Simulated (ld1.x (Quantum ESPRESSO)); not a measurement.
# Pseudopotential generation for Ga: ultrasoft, PBE, part 2 of 2

Do these settings give a usable potential? It is generated, then checked for transferability, scattering, ghosts and hardness.

ld1.x (Quantum ESPRESSO) 7.5; PBE, scalar-relativistic. Earlier steps stand in the parts before.

## (3) Transferability test

Ga.test.in reads:

```
 &input
   title='Ga', zed=31., rel=1, dft='PBE', iswitch=2,
   config='[Ar] 3d10 4s2 4p0.5'
 /
 &test
   file_pseudo='Ga.UPF', nconf=8,
   configts(1)='3d10 4s2 4p0.5',
   configts(2)='3d10 4s2 4p1',
   configts(3)='3d10 4s2 4p0',
   configts(4)='3d10 4s1 4p0',
   configts(5)='3d9 4s0 4p0',
   configts(6)='3d10 4s0 4p0',
   configts(7)='3d10 4s1 4p1',
   configts(8)='3d10 4s1 4p2'
 /
```

Started as:

```
$ ld1.x < Ga.test.in > Ga.test.out
```

Ga.test.out, the pseudopotential blocks, each with the warnings that came before it:

```text
     ---------------------- Testing the pseudopotential ----------------------

     Ga
     scalar relativistic calculation

     atomic number is 31.00   valence charge is 13.00
     dft =PBE   lsd =0 sic =0 latt =0  beta=0.20 tr2=1.0E-14
     mesh =1205 r(mesh) = 101.09016 xmin = -7.00 dx = 0.01250

     n l     nl             e AE (Ry)        e PS (Ry)    De AE-PS (Ry)
     3 2     3D   1(10.00)       -1.68964       -1.68965        0.00000
     1 0     4S   1( 2.00)       -0.91338       -0.91339        0.00000
     2 1     4P   1( 0.50)       -0.41320       -0.41320        0.00000

     eps = 8.8E-15  iter = 49

     Etot =   -3887.729917 Ry,   -1943.864958 Ha,  -52895.260192 eV
     Etotps =  -151.160981 Ry,     -75.580490 Ha,   -2056.649915 eV

     Ekin =      71.670605 Ry,      35.835302 Ha,     975.128252 eV
     Encl =    -300.366310 Ry,    -150.183155 Ha,   -4086.691844 eV
     Ehrt =     138.271433 Ry,      69.135716 Ha,    1881.278682 eV
     Ecxc =     -20.322851 Ry,     -10.161425 Ha,    -276.506470 eV
     Epseu=     -40.413857 Ry,     -20.206928 Ha,    -549.858534 eV

     ---------------------- End of pseudopotential test ----------------------

     ---------------------- Testing the pseudopotential ----------------------

     Ga
     scalar relativistic calculation

     atomic number is 31.00   valence charge is 13.00
     dft =PBE   lsd =0 sic =0 latt =0  beta=0.20 tr2=1.0E-14
     mesh =1205 r(mesh) = 101.09016 xmin = -7.00 dx = 0.01250

     n l     nl             e AE (Ry)        e PS (Ry)    De AE-PS (Ry)
     3 2     3D   1(10.00)       -1.40782       -1.40888        0.00105
     1 0     4S   1( 2.00)       -0.65769       -0.65770        0.00001
     2 1     4P   1( 1.00)       -0.18956       -0.18957        0.00001

     eps = 7.6E-15  iter = 92

     Etot =   -3887.879138 Ry,   -1943.939569 Ha,  -52897.290452 eV
     Etotps =  -151.310221 Ry,     -75.655111 Ha,   -2058.680438 eV
     dEtot_ae =      -0.149221 Ry
     dEtot_ps =      -0.149241 Ry,   Delta E=       0.000019 Ry

     Ekin =      71.807675 Ry,      35.903838 Ha,     976.993197 eV
     Encl =    -304.031047 Ry,    -152.015523 Ha,   -4136.553119 eV
     Ehrt =     141.807780 Ry,      70.903890 Ha,    1929.393133 eV
     Ecxc =     -20.489046 Ry,     -10.244523 Ha,    -278.767670 eV
     Epseu=     -40.405584 Ry,     -20.202792 Ha,    -549.745979 eV

     ---------------------- End of pseudopotential test ----------------------

     ---------------------- Testing the pseudopotential ----------------------

     Ga
     scalar relativistic calculation

     atomic number is 31.00   valence charge is 13.00
     dft =PBE   lsd =0 sic =0 latt =0  beta=0.20 tr2=1.0E-14
     mesh =1205 r(mesh) = 101.09016 xmin = -7.00 dx = 0.01250

     n l     nl             e AE (Ry)        e PS (Ry)    De AE-PS (Ry)
     3 2     3D   1(10.00)       -2.01549       -2.01360       -0.00188
     1 0     4S   1( 2.00)       -1.20034       -1.20024       -0.00010
     2 1     4P   1( 0.00)       -0.66647       -0.66640       -0.00008

     eps = 8.8E-15  iter = 80

     Etot =   -3887.461073 Ry,   -1943.730537 Ha,  -52891.602393 eV
     Etotps =  -150.892116 Ry,     -75.446058 Ha,   -2052.991831 eV
     dEtot_ae =       0.268843 Ry
     dEtot_ps =       0.268864 Ry,   Delta E=      -0.000021 Ry

     Ekin =      71.473164 Ry,      35.736582 Ha,     972.441934 eV
     Encl =    -296.122939 Ry,    -148.061470 Ha,   -4028.957840 eV
     Ehrt =     134.337843 Ry,      67.168922 Ha,    1827.759471 eV
     Ecxc =     -20.134038 Ry,     -10.067019 Ha,    -273.937544 eV
     Epseu=     -40.446146 Ry,     -20.223073 Ha,    -550.297851 eV

     ---------------------- End of pseudopotential test ----------------------

     Warning: convergence not achieved
     ---------------------- Testing the pseudopotential ----------------------

     Ga
     scalar relativistic calculation

     atomic number is 31.00   valence charge is 13.00
     dft =PBE   lsd =0 sic =0 latt =0  beta=0.20 tr2=1.0E-14
     mesh =1205 r(mesh) = 101.09016 xmin = -7.00 dx = 0.01250

     n l     nl             e AE (Ry)        e PS (Ry)    De AE-PS (Ry)
     3 2     3D   1(10.00)       -2.89274       -2.88300       -0.00973  !
     1 0     4S   1( 1.00)       -1.91606       -1.91360       -0.00246
     2 1     4P   1( 0.00)       -1.30377       -1.30198       -0.00179

     eps = 1.0E-08  iter =201

     Etot =   -3885.908206 Ry,   -1942.954103 Ha,  -52870.474558 eV
     Etotps =  -149.340046 Ry,     -74.670023 Ha,   -2031.874830 eV
     dEtot_ae =       1.821710 Ry
     dEtot_ps =       1.820935 Ry,   Delta E=       0.000775 Ry

     Ekin =      71.513270 Ry,      35.756635 Ha,     972.987600 eV
     Encl =    -284.578393 Ry,    -142.289197 Ha,   -3871.886287 eV
     Ehrt =     124.412930 Ry,      62.206465 Ha,    1692.724144 eV
     Ecxc =     -19.610545 Ry,      -9.805272 Ha,    -266.815055 eV
     Epseu=     -41.077307 Ry,     -20.538654 Ha,    -558.885234 eV

     ---------------------- End of pseudopotential test ----------------------

     Warning: n=3, l=2 expected 0 nodes, found 1
     ---------------------- Testing the pseudopotential ----------------------

     Ga
     scalar relativistic calculation

     atomic number is 31.00   valence charge is 13.00
     dft =PBE   lsd =0 sic =0 latt =0  beta=0.20 tr2=1.0E-14
     mesh =1205 r(mesh) = 101.09016 xmin = -7.00 dx = 0.01250

     n l     nl             e AE (Ry)        e PS (Ry)    De AE-PS (Ry)
     3 2     3D   1( 9.00)       -5.56487       -5.56751        0.00264
     1 0     4S   1( 0.00)       -3.74360       -3.71324       -0.03037  !
     2 1     4P   1( 0.00)       -2.94776       -2.91953       -0.02823  !

     eps = 2.6E-16  iter =  7

     Etot =   -3878.914899 Ry,   -1939.457449 Ha,  -52775.325765 eV
     Etotps =  -142.364849 Ry,     -71.182424 Ha,   -1936.972443 eV
     dEtot_ae =       8.815018 Ry
     dEtot_ps =       8.796132 Ry,   Delta E=       0.018886 Ry

     Ekin =      66.222765 Ry,      33.111382 Ha,     901.006615 eV
     Encl =    -249.927010 Ry,    -124.963505 Ha,   -3400.430200 eV
     Ehrt =      97.435755 Ry,      48.717878 Ha,    1325.680987 eV
     Ecxc =     -17.525199 Ry,      -8.762599 Ha,    -238.442476 eV
     Epseu=     -38.571160 Ry,     -19.285580 Ha,    -524.787368 eV

     ---------------------- End of pseudopotential test ----------------------

     ---------------------- Testing the pseudopotential ----------------------

     Ga
     scalar relativistic calculation

     atomic number is 31.00   valence charge is 13.00
     dft =PBE   lsd =0 sic =0 latt =0  beta=0.20 tr2=1.0E-14
     mesh =1205 r(mesh) = 101.09016 xmin = -7.00 dx = 0.01250

     n l     nl             e AE (Ry)        e PS (Ry)    De AE-PS (Ry)
     3 2     3D   1(10.00)       -3.85756       -3.83363       -0.02394  !
     1 0     4S   1( 0.00)       -2.68834       -2.67772       -0.01062  !
     2 1     4P   1( 0.00)       -1.99942       -1.99110       -0.00832  !

     eps = 1.0E-16  iter =  9

     Etot =   -3883.609747 Ry,   -1941.804873 Ha,  -52839.202424 eV
     Etotps =  -147.047425 Ry,     -73.523712 Ha,   -2000.682135 eV
     dEtot_ae =       4.120170 Ry
     dEtot_ps =       4.113556 Ry,   Delta E=       0.006614 Ry

     Ekin =      71.454294 Ry,      35.727147 Ha,     972.185199 eV
     Encl =    -271.873737 Ry,    -135.936868 Ha,   -3699.030630 eV
     Ehrt =     114.376680 Ry,      57.188340 Ha,    1556.174013 eV
     Ecxc =     -19.102450 Ry,      -9.551225 Ha,    -259.902072 eV
     Epseu=     -41.902213 Ry,     -20.951106 Ha,    -570.108646 eV

     ---------------------- End of pseudopotential test ----------------------

     Warning: convergence not achieved
     ---------------------- Testing the pseudopotential ----------------------

     Ga
     scalar relativistic calculation

     atomic number is 31.00   valence charge is 13.00
     dft =PBE   lsd =0 sic =0 latt =0  beta=0.20 tr2=1.0E-14
     mesh =1205 r(mesh) = 101.09016 xmin = -7.00 dx = 0.01250

     n l     nl             e AE (Ry)        e PS (Ry)    De AE-PS (Ry)
     3 2     3D   1(10.00)       -2.14975       -2.14689       -0.00285
     1 0     4S   1( 1.00)       -1.28054       -1.27997       -0.00056
     2 1     4P   1( 1.00)       -0.73071       -0.73050       -0.00021

     eps = 2.4E-05  iter =201

     Etot =   -3886.919219 Ry,   -1943.459609 Ha,  -52884.230082 eV
     Etotps =  -150.350392 Ry,     -75.175196 Ha,   -2045.621297 eV
     dEtot_ae =       0.810698 Ry
     dEtot_ps =       0.810588 Ry,   Delta E=       0.000110 Ry

     Ekin =      72.023164 Ry,      36.011582 Ha,     979.925062 eV
     Encl =    -294.276356 Ry,    -147.138178 Ha,   -4003.833793 eV
     Ehrt =     132.813001 Ry,      66.406500 Ha,    1807.012929 eV
     Ecxc =     -20.018779 Ry,     -10.009390 Ha,    -272.369370 eV
     Epseu=     -40.891421 Ry,     -20.445710 Ha,    -556.356124 eV

     ---------------------- End of pseudopotential test ----------------------

     ---------------------- Testing the pseudopotential ----------------------

     Ga
     scalar relativistic calculation

     atomic number is 31.00   valence charge is 13.00
     dft =PBE   lsd =0 sic =0 latt =0  beta=0.20 tr2=1.0E-14
     mesh =1205 r(mesh) = 101.09016 xmin = -7.00 dx = 0.01250

     n l     nl             e AE (Ry)        e PS (Ry)    De AE-PS (Ry)
     3 2     3D   1(10.00)       -1.54605       -1.54602       -0.00004
     1 0     4S   1( 1.00)       -0.73819       -0.73793       -0.00026
     2 1     4P   1( 2.00)       -0.24611       -0.24611        0.00000

     eps = 1.8E-15  iter =130

     Etot =   -3887.398627 Ry,   -1943.699314 Ha,  -52890.752772 eV
     Etotps =  -150.829786 Ry,     -75.414893 Ha,   -2052.143783 eV
     dEtot_ae =       0.331289 Ry
     dEtot_ps =       0.331195 Ry,   Delta E=       0.000095 Ry

     Ekin =      72.311374 Ry,      36.155687 Ha,     983.846366 eV
     Encl =    -302.137460 Ry,    -151.068730 Ha,   -4110.789564 eV
     Ehrt =     140.194677 Ry,      70.097339 Ha,    1907.445759 eV
     Ecxc =     -20.381590 Ry,     -10.190795 Ha,    -277.305664 eV
     Epseu=     -40.816787 Ry,     -20.408394 Ha,    -555.340681 eV

     ---------------------- End of pseudopotential test ----------------------
```

1 test gave no usable energy difference (3d10 4s1 4p1).

Excitation and ionisation energies from 3d10 4s2 4p0.5, with the error of the potential. A star marks tests that logged a warning.

```csv
valence configuration,charge,ΔE all-electron (eV),error AE − PS (meV)
3d10 4s2 4p1,0,-2.030,+0.3
3d10 4s2 4p0,+1,3.658,-0.3
3d10 4s1 4p0 *,+2,24.786,+11
3d9 4s0 4p0 *,+4,119.934,+257
3d10 4s0 4p0,+3,56.058,+90
3d10 4s1 4p2,0,4.507,+1.3
```

## (4) Logarithmic derivatives

Taken from the files of the generation run. The phase is arctan(r·u′/u) with u = r·R, unwrapped, with energies in Ry. A pole is an energy at which the radial function vanishes at the test radius. The pseudo phase is shifted by a multiple of π to meet the all-electron one at the reference energy. Levels narrower than the energy grid can be missing from the poles. The last column is the largest difference on the grid between −1 and +1 Ry.

| channel | radius (bohr) | reference (Ry) | poles AE | poles PS | window around the reference with phases within 0.05 rad (Ry) | largest difference near zero (rad) |
| --- | --- | --- | --- | --- | --- | --- |
| s | 2.64 | -0.91 | 0.12 | 0.12 | the whole range | 0.000 |
| p | 2.64 | -0.41 | 1.19 | 1.19 | below 3.9 | 0.000 |
| d | 2.64 | -1.69 | -1.66, 3.13 | -1.66, 3.14 | the whole range | 0.000 |

Phases (rad) along the scan:

| E (Ry) | s AE | s PS | p AE | p PS |
| --- | --- | --- | --- | --- |
| -4.00 | 1.343 | 1.343 | 1.359 | 1.358 |
| -3.52 | 1.318 | 1.318 | 1.340 | 1.340 |
| -3.04 | 1.283 | 1.283 | 1.316 | 1.316 |
| -2.56 | 1.229 | 1.228 | 1.283 | 1.282 |
| -2.08 | 1.127 | 1.127 | 1.232 | 1.232 |
| -1.60 | 0.861 | 0.861 | 1.147 | 1.146 |
| -1.12 | -0.254 | -0.254 | 0.963 | 0.963 |
| -0.64 | -1.255 | -1.255 | 0.388 | 0.388 |
| -0.16 | -1.501 | -1.501 | -0.846 | -0.846 |
| 0.32 | -1.610 | -1.610 | -1.325 | -1.325 |
| 0.80 | -1.684 | -1.685 | -1.494 | -1.494 |
| 1.28 | -1.754 | -1.754 | -1.585 | -1.585 |
| 1.76 | -1.837 | -1.838 | -1.651 | -1.651 |
| 2.24 | -1.969 | -1.969 | -1.713 | -1.713 |
| 2.72 | -2.247 | -2.245 | -1.785 | -1.786 |
| 3.20 | -3.014 | -2.997 | -1.891 | -1.895 |
| 3.68 | -3.960 | -3.945 | -2.097 | -2.120 |
| 4.16 | -4.324 | -4.315 | -2.668 | -2.812 |
| 4.64 | -4.474 | -4.468 | -3.773 | -3.953 |

## (5) Plane-wave convergence, by spherical Bessel functions

A separate test, outside the generator: the pseudo-atom's Hamiltonian at the reference potential is diagonalised in spherical Bessel functions j_l(qr) that vanish at 20 bohr, with q² up to the cutoff.

All-electron valence levels (Ry): 4s -0.9134, 4p -0.4132, 3d -1.6896. The lowest levels of each channel (Ry) by cutoff; the last column sums, over occupied levels, occupation times the distance from the level at 400 Ry. A positive value at high cutoff is not a bound level.

| cutoff (Ry) | s #1 | p #1 | d #1 | f #1 | Σ f·Δε (mRy) |
| --- | --- | --- | --- | --- | --- |
| 8 | -0.9129 | -0.4123 | -0.0617 | 0.0306 | 16281.4 |
| 21 | -0.9134 | -0.4132 | -0.1182 | 0.0306 | 15715.2 |
| 45 | -0.9134 | -0.4132 | -1.4105 | 0.0306 | 2791.5 |
| 70 | -0.9134 | -0.4132 | -1.6826 | 0.0306 | 70.8 |
| 110 | -0.9134 | -0.4132 | -1.6887 | 0.0306 | 9.4 |
| 120 | -0.9134 | -0.4132 | -1.6892 | 0.0306 | 5.1 |
| 180 | -0.9134 | -0.4132 | -1.6896 | 0.0306 | 0.9 |
| 230 | -0.9134 | -0.4132 | -1.6897 | 0.0306 | 0.2 |
| 400 | -0.9134 | -0.4132 | -1.6897 | 0.0306 | 0.0 |

The sum stays within 10 mRy from 110 Ry and within 1 mRy from 180 Ry. The sum leaves out empty levels, which can need more. Ghost test: no level below the all-electron spectrum of its channel (s, p, d, f tested).

## (6) Outcome

This closing draws on all 2 parts.

```
                                                quantity                                                                        value
               cutoffs for 10 and 1 mRy, occupied levels                                                            110 Ry and 180 Ry
                                            bound ghosts                                                                   none found
                            largest test error (AE − PS)  +257 meV, for 3d9 4s0 4p0 (one of 3 tests with a warning) (1 test unsolved)
largest phase difference near zero energy, channels read                                                                    0.000 rad
         lowest eigenvalue of the overlap (Bessel basis)                                                                    0.448 (s)
```

By total energies transferability is fair for so large an energy: the largest error is 257 meV on 119.9 eV, for 3d9 4s0 4p0. That test lies far up in energy; among those under 40 eV, nearer to bonding, the largest error is 11 meV. Of the tests 1 gave no usable energy difference, which is a warning in itself. The potential is hard: the looser tolerance needs 110 Ry. The slowest occupied level is 3d: taken alone it needs 110 Ry to come within 1 mRy, against 8 Ry for 4s. It is free of bound ghosts as far as tested. Near zero energy the phases of the channels with partial waves agree within 0.001 rad. All of this concerns the isolated atom, not yet a solid.
